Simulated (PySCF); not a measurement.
# C2HBrFN (Bromofluoroacetonitrile): the cost of one run

Computed with PySCF 2.14.0 and routines of our own; the level stands in each step. Atoms count from 0.

## 1. The starting structure

6 atoms, charge 0, multiplicity 1; geometry from: GFN2-xTB.

## 2. Relaxing the molecule at PBE0-D3(BJ)/def2-SVP

The job: settings as JSON, then the geometry in Å.

```
{"job": {"xc": "PBE0", "basis": "def2-SVP", "d3": "d3bj", "grid": 1, "maxiter": 30, "shake": 0.01, "kind": "geom"}, "charge": 0, "multiplicity": 1}
N      2.165650     0.325670    -0.060130
C      1.030640     0.086740    -0.008120
C     -0.398720    -0.212460     0.060410
F     -0.721410    -1.105080    -0.868620
Br    -1.389300     1.462180    -0.225770
H     -0.662710    -0.587060     1.057570
```

Command:

```console
> OMP_NUM_THREADS=1 python heavy_run.py task.json out
```

This one command runs all jobs of the session in turn.

**Question.** How long does this first job take on 1 thread of Intel Xeon 6975P-C, shared host, and how much memory does it need?

About 16 s, with a peak of 0.38 GiB.
